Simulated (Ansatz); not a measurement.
# C₂H₉NSi: up Jacob's ladder to CCSD(T)

One table from this session's results is given with a row withheld; the runs are named, their logs left out.

Method: functionals in def2-TZVPP, the program's frozen cores in correlated methods; program: Ansatz 0.2.0, Gaussian basis.

The runs, in order: LDA (SPW92), PBE-D4, revPBE-D4, BLYP-D4, r2SCAN-D4, B97M-V, PBE0-D4, B3LYP-D4, r2SCANh-D4, r2SCAN0-D4, HSE06-D4, BHLYP-D4, CAM-B3LYP-D4, LC-ωPBE, ωB97X-V, ωB97M-V, B2PLYP, PBE-QIDH; CCSD(T)/def2-SVP; CCSD(T)/def2-TZVPP; MP2/def2-QZVPP; extrapolation to the limit; RPA on PBE.

## The geometry

The geometry comes from an earlier relaxation with PBE0-D4 in a triple-zeta def2 set; it is a stationary point, not always the lowest conformer.

SMILES `CNC[SiH3]`, 13 atoms, charge 0, spin multiplicity 1.

Atoms are counted from 1 here; the program's logs count them from 0.

Bond lengths: C1–N2 1.446 Å, C1–H5 1.092 Å, C1–H6 1.103 Å, C1–H7 1.094 Å, N2–C3 1.449 Å, N2–H8 1.012 Å, C3–Si4 1.882 Å, C3–H9 1.106 Å, C3–H10 1.097 Å, Si4–H11 1.488 Å, Si4–H12 1.485 Å, Si4–H13 1.490 Å. Angles: N2–C1–H5 109.9°, N2–C1–H6 113.7°, N2–C1–H7 109.4°, H5–C1–H6 108.5°, H5–C1–H7 107.7°, H6–C1–H7 107.5°, C1–N2–C3 113.4°, C1–N2–H8 109.9°, C3–N2–H8 110.1°, N2–C3–Si4 110.9°, N2–C3–H9 113.7°, N2–C3–H10 108.7°, Si4–C3–H9 110.0°, Si4–C3–H10 107.5°, H9–C3–H10 105.7°, C3–Si4–H11 110.0°, C3–Si4–H12 111.1°, C3–Si4–H13 109.3° and more.

Set-up of the first run:

Input file in.yaml:

```yaml
crystal:
  periodic: [false, false, false]
  atoms:
    - {symbol: C, position_ang: [-0.859873, 1.830610, 0.144504]}
    - {symbol: N, position_ang: [-0.710239, 0.397507, 0.268998]}
    - {symbol: C, position_ang: [0.516095, -0.106581, -0.316154]}
    - {symbol: Si, position_ang: [0.632466, -1.975826, -0.126796]}
    - {symbol: H, position_ang: [-1.767677, 2.154918, 0.657547]}
    - {symbol: H, position_ang: [-0.007377, 2.402262, 0.548139]}
    - {symbol: H, position_ang: [-0.963260, 2.095207, -0.911486]}
    - {symbol: H, position_ang: [-0.766294, 0.128962, 1.242872]}
    - {symbol: H, position_ang: [1.429465, 0.371334, 0.084469]}
    - {symbol: H, position_ang: [0.510461, 0.115673, -1.390529]}
    - {symbol: H, position_ang: [1.971254, -2.450260, -0.571048]}
    - {symbol: H, position_ang: [-0.417918, -2.660320, -0.923183]}
    - {symbol: H, position_ang: [0.453199, -2.338385, 1.307566]}
basis:
  gaussian: {orbitals: def2-TZVPP}
hamiltonian: {xc: lda}
output: {orbitals: {seedname: orbitals}}
```

Started as:

```sh
$ ansatz run in.yaml --threads 4 --pin off --events-out ev --progress --plain --max-ram 10444MiB
```

Among the steps run: LDA; PBE-D4 (GGA); revPBE-D4 (GGA); BLYP-D4 (GGA); r2SCAN-D4 (meta-GGA); B97M-V (meta-GGA); PBE0-D4 (hybrid); B3LYP-D4 (hybrid); r2SCANh-D4 (hybrid); r2SCAN0-D4 (hybrid); HSE06-D4 (hybrid); BHLYP-D4 (hybrid); CAM-B3LYP-D4 (range-separated); LC-ωPBE (range-separated); ωB97X-V (range-separated); ωB97M-V (range-separated); B2PLYP (double hybrid); PBE-QIDH (double hybrid).

One table of the session follows, with a row left open; its other results are not shown here.

It belongs to the step «Frontier levels by functional». 

| functional | HOMO (eV) | LUMO (eV) | gap (eV) |
| --- | --- | --- | --- |
| LDA (SPW92) | -5.24 | -0.38 | 4.87 |
| PBE-D4 | -5.16 | -0.17 | 4.99 |
| revPBE-D4 | -5.11 | -0.07 | 5.05 |
| BLYP-D4 | -5.07 | -0.09 | 4.97 |
| r2SCAN-D4 | -5.43 | 0.36 | 5.78 |
| B97M-V | -5.66 | -0.05 | 5.60 |
| PBE0-D4 | -6.56 | 0.65 | 7.21 |
| B3LYP-D4 | -6.35 | 0.38 | 6.73 |
| r2SCANh-D4 | -5.96 | 0.62 | 6.57 |
| r2SCAN0-D4 | -6.76 | 0.98 | 7.74 |
| HSE06-D4 | -6.16 | 0.28 | 6.44 |
| BHLYP-D4 | -7.93 | 1.36 | 9.29 |
| CAM-B3LYP-D4 | -7.98 | 1.50 | 9.48 |
| LC-ωPBE | -9.32 | 2.72 | 12.04 |
| ωB97X-V | -9.00 | 2.54 | 11.54 |
| ωB97M-V | ? | ? | ? |

**Question.** Estimate the row for ωB97M-V.

**Answer.** HOMO (eV): -8.93; LUMO (eV): 2.15; gap (eV): 11.09. In the column «HOMO (eV)» it lies between ωB97X-V (-9.00) and CAM-B3LYP-D4 (-7.98).
